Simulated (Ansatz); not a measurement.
# Ga3Sb: convergence and cost

The task, for Ga3Sb: see how the k-point mesh on the displaced cell moves the results.

Program: Ansatz 0.2.0. Level of theory: DFT PBEsol, scalar-relativistic, plane waves, PAW. These are calculated values, not measurements.

3 further runs of the same task are left out: 3 that didn't finish.

**1. The structure to begin with**

It takes space group I4/mmm (No. 139, tetragonal). Conventional cell: a = 4.318 Å, b = 4.318 Å, c = 9.521 Å, α = 90.00°, β = 90.00°, γ = 90.00°. Around Ga (site symmetry -4m2) lie 8 Ga at 3.05 to 3.21 Å and 4 Sb at 3.21 Å. Ga (site symmetry 4/mmm) has 4 Sb at 3.05 Å and 8 Ga at 3.21 Å as nearest neighbours. Around Sb (site symmetry 4/mmm) lie 12 Ga at 3.05 to 3.21 Å.

Coordinates:

```cif
data_structure
_symmetry_space_group_name_H-M 'P 1'
_symmetry_Int_Tables_number 1
_cell_length_a 5.6554
_cell_length_b 5.6554
_cell_length_c 5.6554
_cell_angle_alpha 135.119
_cell_angle_beta 135.119
_cell_angle_gamma 65.346
_cell_volume 88.74
loop_
_atom_site_label
_atom_site_type_symbol
_atom_site_fract_x
_atom_site_fract_y
_atom_site_fract_z
_atom_site_occupancy
Ga1 Ga 0.75000 0.25000 0.50000 1
Ga2 Ga 0.25000 0.75000 0.50000 1
Ga3 Ga 0.50000 0.50000 0.00000 1
Sb1 Sb 0.00000 0.00000 0.00000 1
```

Source of the structure: the Materials Project (structure only). It is taken as it stands there.

**2. The base run, which the others are set against**

The input, input.yaml:

```yaml
crystal:
  lattice:
    - [-2.158799, 2.158799, 4.760484]
    - [2.158799, -2.158799, 4.760484]
    - [2.158799, 2.158799, -4.760484]
  atoms:
    - { symbol: Ga, position: [0.75, 0.25, 0.5] }
    - { symbol: Ga, position: [0.25, 0.75, 0.5] }
    - { symbol: Ga, position: [0.5, 0.5, 0.0] }
    - { symbol: Sb, position: [0.0, 0.0, 0.0] }
basis:
  ecutwfc: 420
kpoints:
  mp_grid: { grid: [14, 14, 14] }
hamiltonian:
  xc: pbesol
scf:
  occupations: { method: gaussian, width: 0.1 }
output:
  forces: true
  stress: true
  eigenvalues: true
  populations: true
  write_density: true
  write_potential: true
  elf: true
  volumetric_format: npy
```

Its results, from an earlier run: -4409.3247 eV/atom at zero smearing, pressure -3.47 GPa, largest force 0.000 eV/Å, no gap on the mesh, in 8 SCF cycles and 44 s.

The runs on the displaced cell use a copy made earlier, with the atoms moved and the axes strained (about 1 %) at random, so that forces and shear stress do not vanish.

**3. K-point mesh on the displaced cell: 1×1×1**

The input, input.yaml:

```yaml
crystal:
  lattice:
    - [-2.1663035178, 2.2355012328, 4.7837803967]
    - [2.1768057997, -2.1594491492, 4.7540546699]
    - [2.1316198708, 2.1247655022, -4.7492920627]
  atoms:
    - { symbol: Ga, position: [0.7334914133, 0.2470501042, 0.4865546657] }
    - { symbol: Ga, position: [0.2783381382, 0.7467488515, 0.5360117307] }
    - { symbol: Ga, position: [0.5246407021, 0.5064318203, 0.0430161733] }
    - { symbol: Sb, position: [-0.0078591349, 0.0201597797, -0.0046949989] }
basis:
  ecutwfc: 420
kpoints:
  mp_grid: { grid: [1, 1, 1] }
hamiltonian:
  xc: pbesol
scf:
  occupations: { method: gaussian, width: 0.1 }
output:
  forces: true
  stress: true
  eigenvalues: true
```

Started as:

```
$ ansatz run input.yaml --threads 1 --pin off --max-ram 2560MiB --backend cpu --events-out ev --progress --plain --runs-dir out
```

Further runs follow: K-point mesh on the displaced cell set to 2×2×2; K-point mesh on the displaced cell: 2×2×4; K-point mesh on the displaced cell: 4×4×4; K-point mesh on the displaced cell: 4×4×6; K-point mesh on the displaced cell: 6×6×6.

What results come out of these runs, taken together?

**Answer**, as computed:

| quantity | value |
| --- | --- |
| k-point mesh on the displaced cell: within 10 and 1 meV/atom of 8×8×10 from | 4×4×4 for 10; none of the others for 1 |

In words: The last step in the k-point mesh on the displaced cell still changes the energy by 6.69 meV/atom: the series is not settled to 1 meV/atom. The gaps on the coarsest meshes are artefacts of sampling: the crystal is a metal on the dense ones. The error changes sign along the series, since a k mesh isn't variational, and a metal needs dense meshes to resolve its Fermi surface. Forces come within 0.01 eV/Å only at the reference itself. Spin-orbit coupling is left out, which matters for the bands of Sb.
